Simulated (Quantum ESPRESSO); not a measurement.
A calculation with Quantum ESPRESSO 7.5 of Nb2Pd (native input, structure typed inline):

File pw.in:

```
&CONTROL
  calculation = 'scf'
  prefix = 'pwscf'
  outdir = './tmp'
  pseudo_dir = './pseudo'
  tprnfor = .true.
  tstress = .true.
  disk_io = 'low'
/
&SYSTEM
  ibrav = 0
  celldm(1) = 8
  nat = 3
  ntyp = 2
  ecutwfc = 45
  ecutrho = 360
  nbnd = 30
  occupations = 'smearing'
  smearing = 'fd'
  degauss = 0.00367493
/
&ELECTRONS
  conv_thr = 6d-10
  electron_maxstep = 120
  mixing_beta = 0.5
/
ATOMIC_SPECIES
Pd   106.4200 pd_pbesol_v1.4.uspp.F.UPF
Nb    92.9064 nb_pbesol_v1.uspp.F.UPF
CELL_PARAMETERS alat
  0.0000000000000   0.5067741204405   1.5443605775378
  0.4294734737578   0.0000000000000   1.5443605775378
  0.4294734737578   0.5067741204405   0.0000000000000
ATOMIC_POSITIONS crystal
Pd     0.0000000000    0.0000000000    0.0000000000
Nb     0.6623265800    0.6623265800    0.3376734200
Nb     0.3376734200    0.3376734200    0.6623265800
K_POINTS automatic
10 10 10 0 0 0
```

pp_density.in

```
&INPUTPP
  prefix = 'pwscf'
  outdir = './tmp'
  filplot = 'density.dat'
  plot_num = 0
/
&PLOT
  nfile = 1
  filepp(1) = 'density.dat'
  iflag = 3
  output_format = 6
  fileout = 'density.cube'
/
```

Contents of pp_potential.in:

```
&INPUTPP
  prefix = 'pwscf'
  outdir = './tmp'
  filplot = 'potential.dat'
  plot_num = 11
/
&PLOT
  nfile = 1
  filepp(1) = 'potential.dat'
  iflag = 3
  output_format = 6
  fileout = 'potential.cube'
/
```

Potentials or basis: GBRV 1.5 PBEsol.

Command:

```sh
$ OMP_NUM_THREADS=1 mpirun -n 2 pw.x -nk 2 -in pw.in > pw.out
$ OMP_NUM_THREADS=1 mpirun -n 1 pp.x -in pp_density.in > pp_density.out
$ OMP_NUM_THREADS=1 mpirun -n 1 pp.x -in pp_potential.in > pp_potential.out
```

The cell comes from a database or a generator and needn't be the stable form of this composition.

**Question.** Write the same calculation in another form: ASE script, structure typed inline.

**Answer.** As run:

run.py

```python
import numpy as np
from ase.calculators.espresso import Espresso, EspressoProfile
from ase import Atoms

atoms = Atoms(['Pd', 'Nb', 'Nb'],
              cell=[[0.0, 2.1453865249, 6.5379233844], [1.8181406, 0.0, 6.5379233844], [1.8181406, 2.1453865249, 0.0]],
              scaled_positions=[[0.0, 0.0, 0.0], [0.66232658, 0.66232658, 0.33767342], [0.33767342, 0.33767342, 0.66232658]],
              pbc=True)

input_data = {
    'control': {'calculation': 'scf', 'prefix': 'pwscf', 'outdir': './tmp', 'tprnfor': True, 'tstress': True, 'disk_io': 'nowf'},
    'system': {'ecutwfc': 45.0, 'ecutrho': 360.0, 'nbnd': 30, 'occupations': 'smearing', 'smearing': 'fd', 'degauss': 0.00367493},
    'electrons': {'conv_thr': 6e-10, 'electron_maxstep': 120, 'mixing_beta': 0.5},
}
pseudopotentials = {'Pd': 'pd_pbesol_v1.4.uspp.F.UPF', 'Nb': 'nb_pbesol_v1.uspp.F.UPF'}
profile = EspressoProfile(command='mpirun -n 2 pw.x -nk 2', pseudo_dir='pseudo')
dft = Espresso(profile=profile, input_data=input_data, pseudopotentials=pseudopotentials, kpts=(10, 10, 10), koffset=(0, 0, 0))
atoms.calc = dft

print(f'energy {atoms.get_potential_energy():.8f} eV')
print('forces (eV/A)')
print(np.round(atoms.get_forces(), 6))
print('stress (eV/A^3, Voigt)')
print(np.round(atoms.get_stress(), 8))
print(f'Fermi level {dft.get_fermi_level():.4f} eV')
```

Potentials or basis: GBRV 1.5 PBEsol.

Run with:

```bash
$ OMP_NUM_THREADS=1 python run.py
```

Both were run:

|  | native input, structure typed inline | ASE script, structure typed inline |
| --- | --- | --- |
| Pressure | -7.1 GPa | -7.1 GPa |
| Largest force | 0.003 eV/Å | 0.003 eV/Å |
| Band gap on the k mesh | none (metal or under the smearing width) | none (metal or under the smearing width) |

Keys that steer only the numerical path or the files written may differ.
